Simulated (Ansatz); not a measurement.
# GaSi (quartet): from Hartree-Fock to the top rungs at distance Si1–Ga2 = 6.616 Å, cc-pVDZ

An exercise on one series of results from a longer session: the logs are not shown, and one member is left open.

Method: cc-pVDZ, core rule «outside noble gas», up to 19 orbitals frozen; program: Ansatz 0.2.0, Gaussian basis.

Plan: UHF; CCSD(T) on ROHF; CCSD(T) on UHF; BCCD(T) on ROHF; CISD as a restricted active space (open shells left free, so some higher excitations enter); CCSDT(Q) on ROHF; CCSDT(Q) on UHF; CASSCF and MRCISD+Q, 5 electrons in 5 orbitals; CASSCF and NEVPT2, 5 electrons in 5 orbitals; CASSCF and MRCISD+Q, 7 electrons in 8 orbitals; CASSCF and NEVPT2, 7 electrons in 8 orbitals; Full CI.

23 further runs of the same task are left out: 2 for a known fault of the program, 18 that didn't finish, 3 set aside as unsound or not needed. Runs told in other sessions of the task aren't counted.

**The geometry**

The geometry derives from a PBE0/def2-TZVP stationary point (not a proven minimum). One bond is set to the value named and the two fragments are kept rigid. No spin-orbit coupling is included. The filled d shell of Ga may be among the frozen orbitals whatever the setting's name suggests.

2 atoms, charge 0, spin multiplicity 4.

Atoms are counted from 1 here; the program's logs count them from 0.

No contacts short enough for the rule that draws bonds.

As a file:

```xyz
2
charge 0, multiplicity 4
Si    0.00000    0.00000    0.00000
Ga    0.00000    0.00000    6.61600
```

Set-up of the first run:

in.yaml reads:

```yaml
crystal:
  periodic: [false, false, false]
  atoms:
    - {symbol: Si, position_ang: [0.000000, 0.000000, 0.000000]}
    - {symbol: Ga, position_ang: [0.000000, 0.000000, 6.616000]}
basis:
  gaussian: {orbitals: cc-pVDZ}
magnetization: {spin_polarized: true, initial_magnetization: 3}
hamiltonian: {xc: hf}
output: {orbitals: {seedname: orbitals}}
```

Command:

```
> ansatz run in.yaml --threads 1 --pin off --events-out ev --progress --plain --max-ram 2393MiB
```

Steps of the session up to this table: UHF; CCSD(T) on ROHF; CCSD(T) on UHF; BCCD(T) on ROHF; CISD as a restricted active space (open shells left free, so some higher excitations enter); CCSDT(Q) on ROHF; CCSDT(Q) on UHF; CASSCF and MRCISD+Q, 5 electrons in 5 orbitals; CASSCF and NEVPT2, 5 electrons in 5 orbitals; CASSCF and MRCISD+Q, 7 electrons in 8 orbitals; CASSCF and NEVPT2, 7 electrons in 8 orbitals; Full CI.

One table of the session follows, with a row left open; its other results are not shown here.

```
     method  from FCI (kJ/mol)
       ROHF             +305.2
        UHF             +288.2
       RMP2              +95.2
       UMP2              +94.0
       CISD              +22.9
      RCCSD               +6.6
      UCCSD                  ?
   RCCSD(T)               +2.2
   UCCSD(T)               +1.8
    BCCD(T)               +2.2
     RCCSDT               +0.4
     UCCSDT               +0.1
  RCCSDT(Q)               +0.3
  UCCSDT(Q)                0.0
CASSCF pair             +270.0
NEVPT2 pair              +83.8
        FCI                  0
```

**Question.** Estimate the row for UCCSD.

**Answer.** from FCI (kJ/mol): +5.7. In the column «from FCI (kJ/mol)» it lies between BCCD(T) (+2.2) and RCCSD (+6.6).

Not comparable, so not listed: CASSCF and MRCISD+Q, 5 electrons in 5 orbitals (they don't share determinant, frozen orbitals or solution with the rows shown, or repeat one).

Caveats from the session: Left out of the table: CASSCF valence, NEVPT2 valence, MRCISD valence, MRCISD+Q valence (the active space lost an orbital or holds another state than full CI finds). Levels on UHF freeze UHF's core orbitals, full CI those of ROHF, so the U rows can settle a little off it for that reason alone. Restricted and unrestricted rows rest on different reference determinants; a gap between their highest levels can come from leftover correlation error, from unlike frozen cores or from another state. Warnings in the runs' records: passed over end.
